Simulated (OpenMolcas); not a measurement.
# GeSiH4O2 (SMILES [OH][Ge][O][SiH3]): levels of theory compared

We compute a comparison of 6 runs (HF/STO-3G, B3LYP/6-31G*, B2PLYP/def2-SVP, M06-2X/def2-SVP, revPBE/def2-SVP, MP2/def2-SVP) of GeSiH4O2. 

The calculation is run with OpenMolcas 26.06.

1 further run of the same task is left out (set aside as unsound or not needed).

## (1) The structure to begin with

GeSiH4O2: 8 atoms, total charge 0, spin state singlet. As SMILES, `[OH][Ge][O][SiH3]`. Geometry: relaxed at PBE0-D4/def2-TZVP. This is one conformer, not always the lowest.

Bond lengths: O1–Ge2 1.774 Å, Ge2–O3 1.800 Å, O3–Si4 1.640 Å, O1–H5 0.964 Å, Si4–H6 1.486 Å, Si4–H7 1.490 Å, Si4–H8 1.486 Å. Angles: O1–Ge2–O3 96.3°, Ge2–O3–Si4 137.6°, Ge2–O1–H5 112.5°, O3–Si4–H6 109.6°, O3–Si4–H7 110.8°, O3–Si4–H8 109.6°, H6–Si4–H7 108.8°, H6–Si4–H8 109.2°, H7–Si4–H8 108.8°.

## (2) Energy and gradient at HF/STO-3G (run 1)

Contents of calc.inp:

```
* GeH4O2Si Hartree-Fock
>>> EXPORT MOLCAS_PRINT=2

&GATEWAY
  BasLib
  $CurrDir
  BasisSet
  O.STO-3G....
  O1 1.410100 2.505300 0.149500 angstrom
  O3 0.084300 0.200200 0.031000 angstrom
  End of Basis
  BasisSet
  Ge.STO-3G....
  Ge2 1.623900 0.902600 -0.581400 angstrom
  End of Basis
  BasisSet
  Si.STO-3G....
  Si4 -0.715100 -1.229100 -0.056600 angstrom
  End of Basis
  BasisSet
  H.STO-3G....
  H5 0.587200 2.577300 0.646600 angstrom
  H6 -2.046000 -1.018000 -0.682500 angstrom
  H7 0.048600 -2.214700 -0.872700 angstrom
  H8 -0.900800 -1.780800 1.310300 angstrom
  End of Basis

&SEWARD

&SCF
  Thresholds
  1e-10 1e-07 1e-07 1e-05
  PrOrbitals
  1

&ALASKA
```

The basis set STO-3G is read from a file made from the Basis Set Exchange's data (not shown).

Started as:

```bash
export MOLCAS_MEM=1860
pymolcas calc.inp > calc.log
```

Output:

```text
--- Start Module: gateway ---
[...]
--- Stop Module: gateway /rc=_RC_ALL_IS_WELL_ ---
[...]
      Basis functions           41
[...]
--- Start Module: scf ---
[...]
       Convergence after  14 Iterations
[...]
::    Total SCF energy                              -2487.3964873750
[...]
      Total spin, S                                     0.0000000000
[...]
      Total electronic charge=   66.000000
      Total            charge=   -0.000000
[...]
      Dipole Moment (debye):
      Origin of the operator (angstrom)=    0.8817    0.5304   -0.2992
                   X= -7.0630E-01               Y= -9.5839E-01               Z=  3.8761E-02           Total=  1.1912E+00
      Quadrupole Moment (debye*angstrom):
[...]
 *              Molecular gradients               *
 **************************************************
  Irreducible representation: a
 ------------------------------------------------------------------------------------------
                              X                       Y                       Z
 ------------------------------------------------------------------------------------------
  O1               -2.60982105113916E-02    4.97332060084439E-02    3.37905244892447E-02
  O3               -5.96682529114183E-02   -4.71750437987871E-02    1.61540958516859E-02
  GE2               6.31460014471514E-02   -7.82005718275780E-03   -3.90290436793705E-02
  SI4               9.03450568955044E-03    3.08095710783594E-02    6.63049306610564E-03
  H5                2.66716880170321E-02    9.17015455658143E-04   -1.48812743078715E-02
  H6               -2.79256992335055E-02    4.84503837928531E-03   -1.34900772066393E-02
  H7                1.83259802065807E-02   -1.99050656107227E-02   -1.81499006311094E-02
  H8               -3.48601270395532E-03   -1.14046643295636E-02    2.89751824180158E-02
[...]
```

Run time: 1.8 s. Hardware: 1 thread of Intel Xeon 6975P-C (Granite Rapids), shared host; peak memory 0.37 GiB.

## (3) Energy and gradient at B3LYP/6-31G(d) (Cartesian functions) (run 2)

Contents of calc.inp:

```
&gateway
baslib = $CurrDir
basisset
O.6-31Gs....
O1 1.410100 2.505300 0.149500 angstrom
O3 0.084300 0.200200 0.031000 angstrom
End of Basis
basisset
Ge.6-31Gs....
Ge2 1.623900 0.902600 -0.581400 angstrom
End of Basis
basisset
Si.6-31Gs....
Si4 -0.715100 -1.229100 -0.056600 angstrom
End of Basis
basisset
H.6-31Gs....
H5 0.587200 2.577300 0.646600 angstrom
H6 -2.046000 -1.018000 -0.682500 angstrom
H7 0.048600 -2.214700 -0.872700 angstrom
H8 -0.900800 -1.780800 1.310300 angstrom
End of Basis
&seward
gridinput
Grid=UltraFine
End of Grid
&scf
ksdft = B3LYP
thresholds = 1e-10 1e-07 1e-07 1e-05
prorbitals = 1
&alaska
```

The basis set 6-31G* is read from a file made from the Basis Set Exchange's data (not shown).

Started as:

```bash
export MOLCAS_MEM=1860
pymolcas calc.inp > calc.log
```

Output:

```text
--- Start Module: gateway ---
[...]
--- Stop Module: gateway /rc=_RC_ALL_IS_WELL_ ---
[...]
      Basis functions           92
[...]
--- Start Module: scf ---
[...]
       Convergence after  16 Iterations
[...]
::    Total KS-DFT energy                           -2519.1936054435
[...]
      Total spin, S                                     0.0000000000
[...]
      Total electronic charge=   66.000000
      Total            charge=   -0.000000
[...]
      Dipole Moment (debye):
      Origin of the operator (angstrom)=    0.8817    0.5304   -0.2992
                   X= -4.8331E-01               Y= -6.7678E-01               Z=  1.8589E-02           Total=  8.3184E-01
      Quadrupole Moment (debye*angstrom):
[...]
 *              Molecular gradients               *
 **************************************************
  Irreducible representation: a
 ------------------------------------------------------------------------------------------
                              X                       Y                       Z
 ------------------------------------------------------------------------------------------
  O1               -7.73764051053716E-03   -9.60232359964763E-03    7.69776033550329E-04
  O3                3.23806899545076E-03   -6.84469890742734E-03   -4.45505541842728E-03
  GE2              -9.87269007176650E-03    4.59342202636037E-03    7.38518026934543E-03
  SI4               4.42989676455063E-03    8.39294307871086E-03    7.05210334547735E-04
  H5                8.08685342230042E-03    2.53537807473947E-04   -4.52354818973166E-03
  H6                7.63490122326793E-04    8.88196899127433E-04    1.42203308294508E-04
  H7                5.07717387948636E-04    1.28960434320291E-03    2.00759903142611E-04
  H8                5.84303889642701E-04    1.02931835207176E-03   -2.24526240747203E-04
[...]
```

It took 26 s on 1 thread of Intel Xeon 6975P-C (Granite Rapids), shared host; peak memory 0.51 GiB.

Runs 3 to 4 aren't shown in full; the table further down has their settings and results.

## (4) Energy and forces at revPBE/def2-SVP (run 5)

Contents of job.input:

```
&GATEWAY
BasLib
$CurrDir
Coord
8
angstrom
O        1.410100       2.505300       0.149500
Ge       1.623900       0.902600      -0.581400
O        0.084300       0.200200       0.031000
Si      -0.715100      -1.229100      -0.056600
H        0.587200       2.577300       0.646600
H       -2.046000      -1.018000      -0.682500
H        0.048600      -2.214700      -0.872700
H       -0.900800      -1.780800       1.310300
Basis
def2-SVP
Group
NoSym
&SEWARD
GridInput
Grid=UltraFine
End of Grid
&SCF
KSDFT
revPBE
Thresholds
1e-10 1e-07 1e-07 1e-05
PrOrbitals
1 2
&ALASKA
```

The basis set def2-SVP is read from a file made from the Basis Set Exchange's data (not shown).

Started as:

```bash
export MOLCAS_MEM=1860
pymolcas job.input > job.log
```

Output:

```text
--- Start Module: gateway ---
[...]
--- Stop Module: gateway /rc=_RC_ALL_IS_WELL_ ---
[...]
      Basis functions           98
[...]
--- Start Module: scf ---
[...]
       Convergence after  17 Iterations
[...]
::    Total KS-DFT energy                           -2518.6859700136
[...]
      Total spin, S                                     0.0000000000
[...]
      Total electronic charge=   66.000000
      Total            charge=   -0.000000
[...]
      Dipole Moment (debye):
      Origin of the operator (angstrom)=    0.8817    0.5304   -0.2992
                   X= -3.8727E-01               Y= -3.7266E-01               Z=  7.9347E-02           Total=  5.4328E-01
      Quadrupole Moment (debye*angstrom):
[...]
 *              Molecular gradients               *
 **************************************************
  Irreducible representation: a
 ------------------------------------------------------------------------------------------
                              X                       Y                       Z
 ------------------------------------------------------------------------------------------
  O1               -1.15981198497348E-02   -1.43143551865954E-02    1.18359042032523E-03
  GE2              -1.68014893160091E-02    6.74378850323620E-03    1.21580238846200E-02
  O3                3.23863584968720E-04   -1.72901748851593E-02   -6.77059654576695E-03
  SI4               9.89894494316346E-03    1.74270597223263E-02    1.02311886069750E-03
  H5                1.29558253895610E-02   -1.10251671716943E-03   -7.81811960862111E-03
  H6                6.70118477012505E-03   -2.88942260252625E-04    2.79422033915733E-03
  H7               -2.93258615891889E-03    5.59591000486925E-03    3.82631997989868E-03
  H8                1.45237663675668E-03    3.22923081861948E-03   -6.39655733036992E-03
[...]
```

It took 26 s on 1 thread of Intel Xeon 6975P-C (Granite Rapids), shared host; peak memory 0.55 GiB.

## (5) A single-point energy at MP2/def2-SVP (run 6)

Contents of run.input:

```
* GeH4O2Si MP2
>>> EXPORT MOLCAS_PRINT=2
&GATEWAY
BASLIB=$CurrDir
BASISSET
O.def2-SVP....
O1 1.410100 2.505300 0.149500 angstrom
O3 0.084300 0.200200 0.031000 angstrom
End of Basis
BASISSET
Ge.def2-SVP....
Ge2 1.623900 0.902600 -0.581400 angstrom
End of Basis
BASISSET
Si.def2-SVP....
Si4 -0.715100 -1.229100 -0.056600 angstrom
End of Basis
BASISSET
H.def2-SVP....
H5 0.587200 2.577300 0.646600 angstrom
H6 -2.046000 -1.018000 -0.682500 angstrom
H7 0.048600 -2.214700 -0.872700 angstrom
H8 -0.900800 -1.780800 1.310300 angstrom
End of Basis
&SEWARD
&SCF
THRESHOLDS=1e-10 1e-07 1e-07 1e-05
PRORBITALS=1 1
&MBPT2
FROZEN=16
```

The basis set def2-SVP is read from a file made from the Basis Set Exchange's data (not shown).

Started as:

```bash
export MOLCAS_MEM=1860
pymolcas run.input > run.log
```

Output:

```text
--- Start Module: gateway ---
[...]
--- Stop Module: gateway /rc=_RC_ALL_IS_WELL_ ---
[...]
      Basis functions           98
[...]
--- Start Module: scf ---
[...]
       Convergence after  17 Iterations
[...]
::    Total SCF energy                              -2515.9653160160
[...]
      Total spin, S                                     0.0000000000
[...]
      Total electronic charge=   66.000000
      Total            charge=   -0.000000
[...]
      Dipole Moment (debye):
      Origin of the operator (angstrom)=    0.8817    0.5304   -0.2992
                   X= -3.0919E-01               Y= -8.7156E-01               Z= -1.5501E-01           Total=  9.3768E-01
      Quadrupole Moment (debye*angstrom):
[...]
--- Stop Module: scf /rc=_RC_ALL_IS_WELL_ ---
[...]
--- Start Module: mbpt2 ---
[...]
WARNING!
Default frozen orbitals as non valence orbitals is overwritten by user input.
Default values:  18
[...]
       Reference weight ( Cref**2 )         =        0.83425
::    Total MBPT2 energy                            -2516.6487039879
[...]
      Total MBPT2 calculations                           0.32      0.37
--- Stop Module: mbpt2 /rc=_RC_ALL_IS_WELL_ ---
[...]
```

Wall time 8.7 s (1 thread of Intel Xeon 6975P-C (Granite Rapids), shared host); peak memory 0.54 GiB.

## (6) All runs side by side

```
run                               level  Cartesian functions  integration grid   energy (Eh)  dipole moment (D) of the reference  HOMO energy (eV)  LUMO energy (eV)  wall time
  1                           HF/STO-3G                   no                 –  -2487.396487                                1.19             -6.57              5.83      1.8 s
  2  B3LYP/6-31G* (Cartesian functions)                  yes         UltraFine  -2519.193605                                0.83             -7.48             -1.86       26 s
  3                     B2PLYP/def2-SVP                   no         UltraFine  -2518.327631                                0.78             -8.76             -0.54       18 s
  4                     M06-2X/def2-SVP                   no         UltraFine  -2518.886209                                0.72             -8.85             -0.74       28 s
  5                     revPBE/def2-SVP                   no         UltraFine  -2518.685970                                0.54             -6.43             -2.36       26 s
  6                        MP2/def2-SVP                   no                 –  -2516.648704                                0.94            -10.43              1.37      8.7 s
```

## (7) What came out

| quantity | value |
| --- | --- |
| run 6: total energy | -2516.64870 Eh |
| run 6: dipole moment (mean-field density) | 0.94 D |
| run 6: HOMO energy (Hartree–Fock orbitals) | -10.43 eV |
| run 6: LUMO energy (Hartree–Fock orbitals) | 1.37 eV |
| run 6: HOMO–LUMO gap (Hartree–Fock orbitals) | 11.80 eV |
| run 6: correlation energy (16 core orbitals frozen) | -683.4 mEh |

In words: Over runs 1, 2, 3, 4, 5 the dipole moment (its size) runs from 0.54 D (revPBE/def2-SVP) to 1.19 D (HF/STO-3G). The two ends differ in method and basis. Over runs 1, 2, 3, 4, 5 the HOMO–LUMO gap runs from 4.07 eV (revPBE/def2-SVP) to 12.39 eV (HF/STO-3G). For B2PLYP the log adds the whole second-order term; the table takes 0.27 of it, as the functional is defined. Totals of different functionals can't be ranked against each other. In run 1 the basis is minimal, so the values are rough. All runs together took 1.8 min, the longest 28 s.
